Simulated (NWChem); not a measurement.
# the pair CH3FO···SiH2O, step by step

Wanted: the energy (singlet CH5FO2Si, B97-D/jun-cc-pV(D+d)Z), then a single-point energy (singlet CH3FO, B97-D/jun-cc-pV(D+d)Z), then the energy (singlet SiH2O, B97-D/jun-cc-pV(D+d)Z), then a single-point energy (singlet CH3FO, B97-D/jun-cc-pV(D+d)Z), then a single-point energy (singlet SiH2O, B97-D/jun-cc-pV(D+d)Z) of CH5FO2Si and its partners. 

The results are computed with NWChem 7.3.0.

### Step 1. The system as given

CH5FO2Si: 10 atoms, total charge 0, spin state singlet. The two molecules were placed rigidly side by side, at 0.85 times their contact distance; the pair isn't optimised.

Bond lengths: O1–C2 1.370 Å, C2–F3 1.381 Å, O7–Si8 1.516 Å, O1–H4 0.962 Å, C2–H5 1.096 Å, C2–H6 1.091 Å, Si8–H9 1.485 Å, Si8–H10 1.486 Å. Angles: O1–C2–F3 111.1°, O1–C2–H5 112.9°, O1–C2–H6 107.4°, F3–C2–H5 106.3°, F3–C2–H6 107.8°, C2–O1–H4 109.3°, O7–Si8–H9 124.0°, O7–Si8–H10 124.0°, H5–C2–H6 111.3°, H9–Si8–H10 111.9°.

### Step 2. A single-point energy at B97-D/jun-cc-pV(D+d)Z (run 1)

Input file mymol.nw:

```
start mymol
title "CH5FO2Si energy"
memory total 2200 mb

geometry units angstroms noautosym nocenter noautoz
 O     -0.801050    -0.686530    -0.239730
 C      0.243150     0.059670     0.238470
 F     -0.101150     1.393870     0.331470
 H     -0.935750    -0.484430    -1.170330
 H      1.129750     0.015570    -0.404830
 H      0.465050    -0.298130     1.244970
 O     -0.702320     3.432890     4.164650
 Si    -0.737990     1.940190     3.903730
 H     -0.853960     0.912140     4.969710
 H     -0.661230     1.330270     2.551310
end

basis spherical bse
 * library "jun-cc-pV(D+d)Z"
end

dft
 xc becke97-d
 grid fine
 convergence energy 1e-08
 maxiter 100
 mulliken
 print low
end

task dft energy
```

Started as:

```sh
$ nwchem mymol.nw > mymol.out
```

Output:

```text
[...]
 d= 0,ls=0.0,diis     1   -580.5089726568 -7.87D+02  4.55D-02  1.82D+00     8.9
[...]
 d= 0,ls=0.0,diis    12   -580.7417980335 -7.73D-09  2.78D-07  2.62D-09    80.9
         Total DFT energy =     -580.741798033505
      One electron energy =    -1212.869173815195
           Coulomb energy =      481.355572915273
    Exchange-Corr. energy =      -55.705324267268
 Nuclear repulsion energy =      206.483289105188
    Dispersion correction =       -0.006161971503
[...]
      Total Density - Mulliken Population Analysis
     ---------------------------------------------
    Atom       Charge   Shell Charges
 -----------   ------   -------------------------------------------------------
    1 O    8     8.32   2.01  0.85  0.86  0.08  2.89  1.50  0.12  0.01
    2 C    6     5.83   2.01  0.70  0.33  0.05  1.99  0.54  0.02  0.19
    3 F    9     9.23   2.01  0.91  1.00  0.04  3.35  1.83  0.09  0.01
    4 H    1     0.75   0.71 -0.03  0.08
    5 H    1     0.93   0.77  0.14  0.02
    6 H    1     0.93   0.77  0.13  0.02
    7 O    8     8.44   2.01  0.87  0.95  0.08  2.79  1.62  0.11  0.01
    8 Si  14    13.52   2.00  2.03  0.79  0.40  0.01  6.01  1.38  0.53  0.00  0.02  0.35
    9 H    1     1.04   0.74  0.29  0.01
   10 H    1     1.00   0.73  0.26  0.01
[...]
```

Run time: 82 s. Hardware: 1 thread of Intel Xeon Platinum 8259CL at 2.50GHz (Skylake/Cascade Lake), shared host; peak memory 0.12 GiB.

### Step 3. CH3FO: a single-point energy at B97-D/jun-cc-pV(D+d)Z (run 2)

Input file input.nw:

```
start input
title "CH3FO"
memory 2200 mb

geometry units angstroms noautosym nocenter noautoz
O     -0.801050    -0.686530    -0.239730
C      0.243150     0.059670     0.238470
F     -0.101150     1.393870     0.331470
H     -0.935750    -0.484430    -1.170330
H      1.129750     0.015570    -0.404830
H      0.465050    -0.298130     1.244970
end

basis spherical bse
* library "jun-cc-pV(D+d)Z"
end

dft
xc becke97-d
grid fine
convergence energy 1e-08
maxiter 100
mulliken
print low
end

task dft energy
```

Started as:

```sh
$ nwchem input.nw > input.out
```

Output:

```text
[...]
 d= 0,ls=0.0,diis     1   -214.7940391076 -2.94D+02  1.97D-02  7.61D-01     1.7
[...]
 d= 0,ls=0.0,diis    11   -214.8783988391 -3.08D-10  8.98D-08  7.38D-11    14.6
         Total DFT energy =     -214.878398839066
      One electron energy =     -453.502183120473
           Coulomb energy =      184.682452784634
    Exchange-Corr. energy =      -25.496793365520
 Nuclear repulsion energy =       79.440330926860
    Dispersion correction =       -0.002206064567
[...]
      Total Density - Mulliken Population Analysis
     ---------------------------------------------
    Atom       Charge   Shell Charges
 -----------   ------   -------------------------------------------------------
    1 O    8     8.32   2.01  0.85  0.86  0.08  2.89  1.50  0.13  0.01
    2 C    6     5.79   2.01  0.70  0.32  0.03  1.99  0.54  0.02  0.19
    3 F    9     9.26   2.01  0.91  1.00  0.05  3.35  1.83  0.11  0.00
    4 H    1     0.76   0.71 -0.03  0.08
    5 H    1     0.94   0.77  0.14  0.02
    6 H    1     0.93   0.77  0.13  0.02
[...]
```

It took 15 s on 1 thread of Intel Xeon Platinum 8259CL at 2.50GHz (Skylake/Cascade Lake), shared host; peak memory 0.11 GiB.

### Step 4. SiH2O: the energy at B97-D/jun-cc-pV(D+d)Z (run 3)

Input file h2osi.nw:

```
start h2osi
memory 2200 mb

geometry units angstroms noautosym nocenter noautoz
  O     -0.702320     3.432890     4.164650
  Si    -0.737990     1.940190     3.903730
  H     -0.853960     0.912140     4.969710
  H     -0.661230     1.330270     2.551310
end

basis spherical bse
  * library "jun-cc-pV(D+d)Z"
end

dft
  xc becke97-d
  mult 1
  grid fine
  convergence energy 1e-08
  iterations 100
  mulliken
  noprint "final vectors analysis"
end

task dft energy
```

Started as:

```sh
$ nwchem h2osi.nw > h2osi.out
```

Output:

```text
[...]
          Wavefunction type:  closed shell.
          No. of atoms     :     4
          No. of electrons :    24
[...]
          Charge           :     0
          Spin multiplicity:     1
[...]
          AO basis - number of functions:    55
[...]
              XC Information
              --------------
                   Becke 97-D Method XC Functional
                  Becke 1997-D Exchange Functional  1.000
                Becke 1997-D Correlation Potential  1.000
[...]
 d= 0,ls=0.0,diis     1   -365.7146338032 -4.18D+02  9.46D-02  1.06D+00     2.1
[...]
 d= 0,ls=0.0,diis    10   -365.8637206465 -2.87D-09  4.42D-07  9.51D-10    13.4
         Total DFT energy =     -365.863720646466
      One electron energy =     -610.342828454909
           Coulomb energy =      222.198408988403
    Exchange-Corr. energy =      -30.202995443428
 Nuclear repulsion energy =       52.484807547871
    Dispersion correction =       -0.001113284403
[...]
      Total Density - Mulliken Population Analysis
     ---------------------------------------------
    Atom       Charge   Shell Charges
 -----------   ------   -------------------------------------------------------
    1 O    8     8.42   2.01  0.87  0.95  0.07  2.79  1.61  0.11  0.01
    2 Si  14    13.51   2.00  2.03  0.79  0.40  0.01  6.01  1.38  0.52  0.00  0.02  0.35
    3 H    1     1.03   0.74  0.28  0.01
    4 H    1     1.03   0.74  0.28  0.01
[...]
```

It took 14 s on 1 thread of Intel Xeon Platinum 8259CL at 2.50GHz (Skylake/Cascade Lake), shared host; peak memory 0.11 GiB.

### Step 5. CH3FO among ghost functions: the energy at B97-D/jun-cc-pV(D+d)Z (with ghost functions) (run 4)

Input file job.nw:

```
start job
title "CH3FO B97-D"
memory 2200 mb

geometry units angstroms noautosym nocenter noautoz
  O       -0.801050      -0.686530      -0.239730
  C        0.243150       0.059670       0.238470
  F       -0.101150       1.393870       0.331470
  H       -0.935750      -0.484430      -1.170330
  H        1.129750       0.015570      -0.404830
  H        0.465050      -0.298130       1.244970
  bqO     -0.702320     3.432890     4.164650
  bqSi    -0.737990     1.940190     3.903730
  bqH     -0.853960     0.912140     4.969710
  bqH     -0.661230     1.330270     2.551310
end

basis spherical bse
  O library "jun-cc-pV(D+d)Z"
  C library "jun-cc-pV(D+d)Z"
  F library "jun-cc-pV(D+d)Z"
  H library "jun-cc-pV(D+d)Z"
  bqO library O "jun-cc-pV(D+d)Z"
  bqSi library Si "jun-cc-pV(D+d)Z"
  bqH library H "jun-cc-pV(D+d)Z"
end

dft
  xc becke97-d
  grid fine
  convergence energy 1e-08
  iterations 100
  mulliken
  print low
end

task dft energy
```

Started as:

```sh
$ nwchem job.nw > job.out
```

Output:

```text
[...]
 d= 0,ls=0.0,diis     1   -214.7941472882 -2.94D+02  1.13D-02  7.62D-01     7.1
[...]
 d= 0,ls=0.0,diis    11   -214.8785390991 -3.14D-10  5.05D-08  7.55D-11    67.9
         Total DFT energy =     -214.878539099108
      One electron energy =     -453.502191426050
           Coulomb energy =      184.682211279464
    Exchange-Corr. energy =      -25.496683814815
 Nuclear repulsion energy =       79.440330926860
    Dispersion correction =       -0.002206064567
[...]
      Total Density - Mulliken Population Analysis
     ---------------------------------------------
    Atom       Charge   Shell Charges
 -----------   ------   -------------------------------------------------------
    1 O    8     8.33   2.01  0.85  0.86  0.08  2.89  1.50  0.13  0.01
    2 C    6     5.82   2.01  0.70  0.33  0.05  1.99  0.54  0.02  0.19
    3 F    9     9.24   2.01  0.90  1.00  0.04  3.35  1.83  0.10  0.00
    4 H    1     0.76   0.71 -0.03  0.08
    5 H    1     0.94   0.77  0.14  0.02
    6 H    1     0.92   0.77  0.12  0.02
    7 X    0     0.00  -0.00 -0.00  0.00  0.00 -0.00  0.00  0.00 -0.00
    8 X    0    -0.01   0.00  0.00  0.00 -0.00 -0.00 -0.00 -0.00 -0.00 -0.00 -0.00 -0.00
    9 X    0    -0.00  -0.00 -0.00 -0.00
   10 X    0     0.01   0.00  0.00  0.00
[...]
```

Wall time 69 s (1 thread of Intel Xeon Platinum 8259CL at 2.50GHz (Skylake/Cascade Lake), shared host); peak memory 0.12 GiB.

### Step 6. SiH2O among ghost functions: a single-point energy at B97-D/jun-cc-pV(D+d)Z (with ghost functions) (run 5)

Input file struct.nw:

```
start struct
title "H2OSi"
memory 2200 mb
geometry units angstrom noautosym nocenter noautoz
  O       -0.702320       3.432890       4.164650
  Si      -0.737990       1.940190       3.903730
  H       -0.853960       0.912140       4.969710
  H       -0.661230       1.330270       2.551310
  bqO     -0.801050    -0.686530    -0.239730
  bqC      0.243150     0.059670     0.238470
  bqF     -0.101150     1.393870     0.331470
  bqH     -0.935750    -0.484430    -1.170330
  bqH      1.129750     0.015570    -0.404830
  bqH      0.465050    -0.298130     1.244970
end
basis spherical bse
  O library "jun-cc-pV(D+d)Z"
  Si library "jun-cc-pV(D+d)Z"
  H library "jun-cc-pV(D+d)Z"
  bqO library O "jun-cc-pV(D+d)Z"
  bqC library C "jun-cc-pV(D+d)Z"
  bqF library F "jun-cc-pV(D+d)Z"
  bqH library H "jun-cc-pV(D+d)Z"
end
dft
  xc becke97-d
  grid fine
  convergence energy 1e-08
  maxiter 100
  mulliken
  noprint "final vectors analysis"
end
task dft energy
```

Started as:

```sh
$ nwchem struct.nw > struct.out
```

Output:

```text
[...]
          Wavefunction type:  closed shell.
          No. of atoms     :    10
          No. of electrons :    24
[...]
          Charge           :     0
          Spin multiplicity:     1
[...]
          AO basis - number of functions:   124
[...]
              XC Information
              --------------
                   Becke 97-D Method XC Functional
                  Becke 1997-D Exchange Functional  1.000
                Becke 1997-D Correlation Potential  1.000
[...]
 d= 0,ls=0.0,diis     1   -365.7147390847 -4.18D+02  4.33D-02  1.06D+00     7.8
[...]
 d= 0,ls=0.0,diis    10   -365.8638701795 -3.08D-09  2.01D-07  9.77D-10    64.4
         Total DFT energy =     -365.863870179461
      One electron energy =     -610.339288432487
           Coulomb energy =      222.194296021692
    Exchange-Corr. energy =      -30.202572032135
 Nuclear repulsion energy =       52.484807547871
    Dispersion correction =       -0.001113284403
[...]
      Total Density - Mulliken Population Analysis
     ---------------------------------------------
    Atom       Charge   Shell Charges
 -----------   ------   -------------------------------------------------------
    1 O    8     8.43   2.01  0.87  0.95  0.07  2.79  1.61  0.11  0.01
    2 Si  14    13.52   2.00  2.03  0.79  0.40  0.01  6.01  1.38  0.53  0.00  0.02  0.35
    3 H    1     1.03   0.74  0.28  0.01
    4 H    1     1.01   0.74  0.26  0.01
    5 X    0    -0.00  -0.00 -0.00  0.00 -0.00  0.00 -0.00 -0.00 -0.00
    6 X    0     0.01   0.00  0.00 -0.00  0.01 -0.00 -0.00  0.00 -0.00
    7 X    0     0.01   0.00  0.00 -0.00  0.00 -0.00 -0.00  0.01  0.00
    8 X    0     0.00  -0.00  0.00 -0.00
    9 X    0    -0.00   0.00 -0.00  0.00
   10 X    0     0.00  -0.00  0.00 -0.00
[...]
```

Run time: 65 s. Hardware: 1 thread of Intel Xeon Platinum 8259CL at 2.50GHz (Skylake/Cascade Lake), shared host; peak memory 0.12 GiB.

### Step 7. Results

| quantity | value |
| --- | --- |
| run 1, B97-D/jun-cc-pV(D+d)Z: total energy | -580.74180 Eh |
| run 1, B97-D/jun-cc-pV(D+d)Z: dispersion energy | -16.18 kJ/mol |
| CH3FO: total energy | -214.87840 Eh |
| CH3FO: dispersion energy | -5.79 kJ/mol |
| SiH2O: total energy | -365.86372 Eh |
| SiH2O: dipole moment | 3.61 D |
| SiH2O: dispersion energy | -2.92 kJ/mol |
| CH3FO among ghost functions: total energy | -214.87854 Eh |
| CH3FO among ghost functions: dispersion energy | -5.79 kJ/mol |
| SiH2O among ghost functions: total energy | -365.86387 Eh |
| SiH2O among ghost functions: dipole moment | 3.60 D |
| SiH2O among ghost functions: dispersion energy | -2.92 kJ/mol |
| interaction energy of the rigid parts CH3FO and SiH2O (parts in their own basis; closest atoms 2.29 Å apart) | 0.009 eV |
| interaction energy of the rigid parts CH3FO and SiH2O (parts in the whole basis, counterpoise; closest atoms 2.29 Å apart) | 0.017 eV |

**Reading.** The interaction energy of the rigid parts CH3FO and SiH2O (parts in their own basis; closest atoms 2.29 Å apart) is 0.01 eV (0.2 kcal/mol). Without counterpoise this holds the superposition error of the basis. The interaction energy of the rigid parts CH3FO and SiH2O (parts in the whole basis, counterpoise; closest atoms 2.29 Å apart) is 0.02 eV (1.6 kJ/mol). The basis-set superposition error is 0.8 kJ/mol. Mulliken charges (CH3FO) run from -0.32 on O1 to +0.24 on H4.
